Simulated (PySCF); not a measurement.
# CH11NOSi3: magnetic properties

Programs: PySCF 2.14.0, with routines of our own; each step states its level. All values are computed. Atoms count from 0.

## Step 1: The system as given

17 atoms, charge 0, multiplicity 1; geometry from: GFN2-xTB.

## Step 2: Geometry optimisation at PBE0-D3(BJ)/def2-SVP

Job settings and geometry (Å):

```
{"job": {"xc": "PBE0", "basis": "def2-SVP", "d3": "d3bj", "grid": 1, "kind": "geom"}, "charge": 0, "multiplicity": 1}
N      3.387857     0.034100     0.823653
Si     1.787765     0.649867     0.692849
O      0.921723    -0.603835     0.145577
Si    -0.369274    -1.501085    -0.219778
C     -1.967284    -0.714359     0.433392
Si    -2.243466     1.097898    -0.050804
H      4.122613     0.643406     1.140743
H      3.729413    -0.579396     0.101281
H      1.358623     1.004254     2.043154
H      1.583081     1.735342    -0.274372
H     -0.391864    -1.592831    -1.682159
H     -0.120195    -2.803977     0.402498
H     -2.808823    -1.310628     0.080983
H     -1.983337    -0.786465     1.521692
H     -1.248193     1.965192     0.583464
H     -3.577096     1.516350     0.404397
H     -2.188541     1.258197    -1.507017
```

The run is started by

```
> OMP_NUM_THREADS=1 python excited_run.py task.json out
```

The driver reads the jobs from task.json and runs them one after another.

Q: Estimate the wall time and peak memory of this first job on 1 thread of Arm Neoverse V1, shared host.

About 2.2 min, with a peak of 0.6 GiB.
